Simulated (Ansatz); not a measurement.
# CH₈FNOSi₂: up Jacob's ladder to CCSD(T)

How much do the methods differ for CH₈FNOSi₂? The plan is to run it at one geometry with functionals of several rungs and with coupled cluster, and see how far each lands from CCSD(T) at the basis-set limit for the atomisation energy.

Method: functionals in def2-TZVPP, the program's frozen cores in correlated methods; program: Ansatz 0.2.0, Gaussian basis.

Plan: LDA (SPW92), PBE-D4, revPBE-D4, BLYP-D4, r2SCAN-D4, B97M-V, PBE0-D4, B3LYP-D4, r2SCANh-D4, r2SCAN0-D4, HSE06-D4, BHLYP-D4, CAM-B3LYP-D4, LC-ωPBE, ωB97X-V, ωB97M-V, B2PLYP, PBE-QIDH; CCSD(T)/def2-SVP; CCSD(T)/def2-TZVPP; MP2/def2-QZVPP; extrapolation to the limit; RPA on PBE.

## Step 1: The relaxed structure

The geometry comes from an earlier relaxation with PBE0-D4 in a triple-zeta def2 set; it is a stationary point, not always the lowest conformer.

SMILES `CN([SiH2]O)[SiH2]F`, 14 atoms, charge 0, spin multiplicity 1.

Atoms are counted from 1 here; the program's logs count them from 0.

Bond lengths: C1–N2 1.467 Å, C1–H7 1.094 Å, C1–H8 1.094 Å, C1–H9 1.093 Å, N2–Si3 1.727 Å, N2–Si5 1.707 Å, Si3–O4 1.644 Å, Si3–H10 1.480 Å, Si3–H11 1.484 Å, O4–H12 0.959 Å, Si5–F6 1.605 Å, Si5–H13 1.481 Å, Si5–H14 1.478 Å. Angles: N2–C1–H7 110.5°, N2–C1–H8 112.0°, N2–C1–H9 110.6°, H7–C1–H8 107.9°, H7–C1–H9 107.5°, H8–C1–H9 108.1°, C1–N2–Si3 116.6°, C1–N2–Si5 118.3°, Si3–N2–Si5 124.7°, N2–Si3–O4 113.7°, N2–Si3–H10 109.1°, N2–Si3–H11 106.1°, O4–Si3–H10 103.4°, O4–Si3–H11 111.6°, H10–Si3–H11 113.0°, Si3–O4–H12 117.7°, N2–Si5–F6 112.1°, N2–Si5–H13 109.2° and more.

## Step 2: LDA

This LDA is Slater exchange with PW92 correlation.

File in.yaml:

```yaml
crystal:
  periodic: [false, false, false]
  atoms:
    - {symbol: C, position_ang: [-0.585708, -1.210597, -0.846516]}
    - {symbol: N, position_ang: [-0.269781, -0.120265, 0.082949]}
    - {symbol: Si, position_ang: [1.258766, -0.204083, 0.883360]}
    - {symbol: O, position_ang: [2.544463, -0.143561, -0.140009]}
    - {symbol: Si, position_ang: [-1.339887, 1.206971, 0.167776]}
    - {symbol: F, position_ang: [-1.186315, 2.188134, -1.092817]}
    - {symbol: H, position_ang: [-0.260225, -2.170670, -0.435341]}
    - {symbol: H, position_ang: [-0.098836, -1.077040, -1.816559]}
    - {symbol: H, position_ang: [-1.664262, -1.273463, -1.014217]}
    - {symbol: H, position_ang: [1.396489, -1.528817, 1.529670]}
    - {symbol: H, position_ang: [1.278151, 0.918389, 1.853696]}
    - {symbol: H, position_ang: [2.686051, 0.667353, -0.631066]}
    - {symbol: H, position_ang: [-2.734993, 0.711536, 0.115285]}
    - {symbol: H, position_ang: [-1.037012, 2.006812, 1.372589]}
basis:
  gaussian: {orbitals: def2-TZVPP}
hamiltonian: {xc: lda}
output: {orbitals: {seedname: orbitals}}
```

Further steps of the session: PBE-D4 (GGA); revPBE-D4 (GGA); BLYP-D4 (GGA); r2SCAN-D4 (meta-GGA); B97M-V (meta-GGA); PBE0-D4 (hybrid); B3LYP-D4 (hybrid); r2SCANh-D4 (hybrid); r2SCAN0-D4 (hybrid); HSE06-D4 (hybrid); BHLYP-D4 (hybrid); CAM-B3LYP-D4 (range-separated); LC-ωPBE (range-separated); ωB97X-V (range-separated); ωB97M-V (range-separated); B2PLYP (double hybrid); PBE-QIDH (double hybrid); CCSD(T) in def2-SVP; CCSD(T) in def2-TZVPP; MP2 in def2-QZVPP; RPA on PBE orbitals.

Q: Predict the results of all the runs planned. Wanted: atomisation energy, CCSD(T)/CBS; farthest beyond LDA; mean size of error, GGA; mean size of error, meta-GGA; mean size of error, hybrid; mean size of error, range-separated; mean size of error, double hybrid; gap, smallest and largest; T1 diagnostic.

The runs gave:

| quantity | value |
| --- | --- |
| atomisation energy, CCSD(T)/CBS | 5176.8 kJ/mol |
| functionals within 25.9 kJ/mol (0.5 %) | PBE-D4, B97M-V, B3LYP-D4, CAM-B3LYP-D4, ωB97X-V, ωB97M-V |
| farthest beyond LDA | BHLYP-D4 (-152.9 kJ/mol) |
| mean size of error, GGA | 52.4 kJ/mol |
| mean size of error, meta-GGA | 29.1 kJ/mol |
| mean size of error, hybrid | 81.6 kJ/mol |
| mean size of error, range-separated | 20.0 kJ/mol |
| mean size of error, double hybrid | 80.1 kJ/mol |
| gap, smallest and largest | 5.79 eV (LDA (SPW92)), 12.95 eV (LC-ωPBE) |
| T1 diagnostic | 0.0116 |
| triples share of the correlation energy | 3.4 % |

In words: The LDA atomisation energy is off by 653.9 kJ/mol (13 %): it overbinds. PBE-D4 misses by +7.7 kJ/mol. Double hybrids carry the basis error of their MP2 part in triple zeta, and no dispersion term here, so their miss is partly the set-up's. Taken by rung, range-separated functionals do best (20.0 kJ/mol on average) and hybrid ones worst beyond LDA (81.6 kJ/mol). The gap between the best rungs is small, so their order is not settled. The mean of the hybrids holds BHLYP, with half exact exchange. Misses under about 25.9 kJ/mol are within the doubt on the reference itself, which lacks core-valence correlation, relativity and higher excitations. Hartree-Fock recovers 73 % of the binding; the rest is correlation. CCSD(T) in def2-SVP is off by -390.9 kJ/mol, worse than the median functional, from the basis alone. The gap grows from 5.8 to 12.9 eV across the functionals, mostly with the share of exact exchange.
